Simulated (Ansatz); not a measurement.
**Sr2CdPt2: relaxation and properties**

This session takes Sr2CdPt2 and sets out to find the equilibrium cell, see whether it has a gap, which orbitals make up the states near it and how charge is shared and compare with the cell as listed.

Computed with Ansatz 0.2.0 (DFT PBEsol, scalar-relativistic, plane waves, PAW, unless a step's input says otherwise).

### Step 1. The system as given

The structure is orthorhombic, space group Immm (No. 71). The conventional cell has a = 4.560 Å, b = 5.935 Å, c = 9.187 Å, α = 90.00°, β = 90.00°, γ = 90.00°. Around Sr (site symmetry mm2) lie 6 Pt at 3.19 to 3.23 Å and 4 Cd at 3.49 to 3.58 Å. Cd (site symmetry mmm) is surrounded by 4 Pt at 2.79 Å. Around Pt (site symmetry m2m) lie 2 Pt at 2.73 to 3.20 Å and 2 Cd at 2.79 Å and 6 Sr at 3.19 to 3.23 Å.

As a file:

```
CELL_PARAMETERS angstrom
-2.27980 2.96755 4.59370
2.27980 -2.96755 4.59370
2.27980 2.96755 -4.59370
ATOMIC_POSITIONS crystal
Sr 0.69995 0.19995 0.50000
Sr 0.30005 0.80005 0.50000
Cd 0.00000 0.00000 0.00000
Pt 0.73034 0.50000 0.23034
Pt 0.26966 0.50000 0.76966
```

The structure comes from the Crystallography Open Database.

(A quick probe on a coarse mesh, which set the mesh and smearing, is not shown.)

### Step 3. Full relaxation

input.yaml

```yaml
crystal:
  lattice:
    - [-2.2798, 2.96755, 4.5937]
    - [2.2798, -2.96755, 4.5937]
    - [2.2798, 2.96755, -4.5937]
  atoms:
    - { symbol: Sr, position: [0.69995, 0.19995, 0.5] }
    - { symbol: Sr, position: [0.30005, 0.80005, 0.5] }
    - { symbol: Cd, position: [0.0, 0.0, 0.0] }
    - { symbol: Pt, position: [0.73034, 0.5, 0.23034] }
    - { symbol: Pt, position: [0.26966, 0.5, 0.76966] }
basis:
  ecutwfc: 420
kpoints:
  mp_grid: { grid: [10, 10, 10] }
hamiltonian:
  xc: pbesol
scf:
  occupations: { method: gaussian, width: 0.1 }
output:
  forces: true
  stress: true
  eigenvalues: true
relax:
  adjacent_minimum: "off"
  f_tol: 0.005
  max_steps: 80
  cell: { stress_tol: 0.05 }
```

Started as:

```console
> ansatz run input.yaml --threads 1 --pin off --max-ram 2560MiB --backend cpu --events-out ev --progress --plain --runs-dir out
```

The session goes on with these runs: static run: bands, density of states and charges; back to the database's cell; atoms relaxed in the listed cell.

**Question.** What will these runs give? Wanted: relaxed cell; volume; formation energy; gap; states at the Fermi level; Bader charges; listed cell; listed cell, atoms relaxed.

As calculated:

| quantity | value |
| --- | --- |
| relaxed cell (conventional) | a = 4.527 Å, b = 5.869 Å, c = 9.083 Å, α = 90.00°, β = 90.00°, γ = 90.00° |
| space group (0.01 Å) | Immm (No. 71) |
| volume | 24.13 Å³/atom |
| formation energy (elements from runs with the same settings, not shown) | -0.71 eV/atom |
| gap | none (metal) |
| states at the Fermi level | 2.48 per eV per cell |
| Bader charges | Sr +1.26, Cd -0.07, Pt -1.22 e |
| listed cell | 4.9 meV/atom above the relaxed cell, -2.1 GPa, gap none (metal) |
| listed cell, atoms relaxed | 4.8 meV/atom above the relaxed cell, -2.0 GPa, gap none (metal) |

Relaxation lowered the volume by 3.0 %. The start is a reported cell, which holds thermal expansion that this zero-temperature run lacks. It comes out metallic. Bader charges go up to 1.3 e. The listed cell costs 4.8 meV/atom and carries a pressure of -2.0 GPa at this level. Spin-orbit coupling is left out, which matters for the bands of Pt.
